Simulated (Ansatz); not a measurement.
# FH3InOSi radical: how energies converge with the basis set

An exercise on one series of results from a longer session: the logs are not shown, and one member is left open.

Method: one geometry, several basis sets; program: Ansatz 0.2.0, Gaussian basis.

The runs, in order: PBE0-D4/def2-SVP; ωB97M-V/def2-SVP; PBE0-D4/def2-QZVPP; ωB97M-V/def2-QZVPP; the functionals' def2-TZVPP values are taken from earlier runs.

### Structure used throughout

The geometry comes from an earlier relaxation with PBE0-D4 in a triple-zeta def2 set; it is a stationary point, not always the lowest conformer. In takes the def2 core potential; no spin-orbit term is included.

SMILES `[F][In][O][SiH3]`, 7 atoms, charge 0, spin multiplicity 2.

Atoms are counted from 1 here; the program's logs count them from 0.

Bond lengths: F1–In2 1.963 Å, In2–O3 1.987 Å, O3–Si4 1.637 Å, Si4–H5 1.488 Å, Si4–H6 1.490 Å, Si4–H7 1.490 Å. Angles: F1–In2–O3 115.7°, In2–O3–Si4 134.9°, O3–Si4–H5 108.3°, O3–Si4–H6 111.6°, O3–Si4–H7 111.5°, H5–Si4–H6 108.7°, H5–Si4–H7 108.7°, H6–Si4–H7 107.9°.

As a file:

```xyz
7

F    -0.13345   -2.44746    1.82064
In   -0.76116   -2.24840   -0.02819
O    -0.47538   -0.46170   -0.84914
Si    0.18676    0.94872   -0.34622
H     0.07590    1.93704   -1.45270
H    -0.51816    1.48881    0.85050
H     1.62549    0.78298    0.00513
```

The first run:

in.yaml reads:

```yaml
crystal:
  periodic: [false, false, false]
  atoms:
    - {symbol: F, position_ang: [-0.133452, -2.447460, 1.820639]}
    - {symbol: In, position_ang: [-0.761155, -2.248398, -0.028194]}
    - {symbol: O, position_ang: [-0.475383, -0.461699, -0.849137]}
    - {symbol: Si, position_ang: [0.186765, 0.948724, -0.346218]}
    - {symbol: H, position_ang: [0.075902, 1.937041, -1.452696]}
    - {symbol: H, position_ang: [-0.518157, 1.488808, 0.850495]}
    - {symbol: H, position_ang: [1.625490, 0.782984, 0.005130]}
basis:
  gaussian: {orbitals: def2-SVP}
magnetization: {spin_polarized: true, initial_magnetization: 1}
hamiltonian: {xc: pbe0, dispersion: d4}
output: {orbitals: {seedname: orbitals}}
```

Command:

```sh
$ ansatz run in.yaml --threads 4 --pin off --events-out ev --progress --plain --max-ram 10444MiB
```

Steps of the session up to this table: PBE0-D4 in def2-SVP; ωB97M-V in def2-SVP; PBE0-D4 in def2-QZVPP; ωB97M-V in def2-QZVPP.

One table of the session follows, with a row left open; its other results are not shown here.

It belongs to the step «Functionals by basis». 

```
functional       basis  HOMO (eV)  LUMO (eV)
   PBE0-D4    def2-SVP      -7.38      -4.40
   PBE0-D4  def2-TZVPP          ?          ?
   PBE0-D4  def2-QZVPP      -7.49      -4.51
   ωB97M-V    def2-SVP      -9.47      -2.65
   ωB97M-V  def2-TZVPP      -9.60      -2.76
   ωB97M-V  def2-QZVPP      -9.62      -2.81
```

Estimate the missing values for PBE0-D4, def2-TZVPP.

As computed: HOMO (eV): -7.48; LUMO (eV): -4.49. In the column «HOMO (eV)» it lies between PBE0-D4, def2-QZVPP (-7.49) and PBE0-D4, def2-SVP (-7.38).
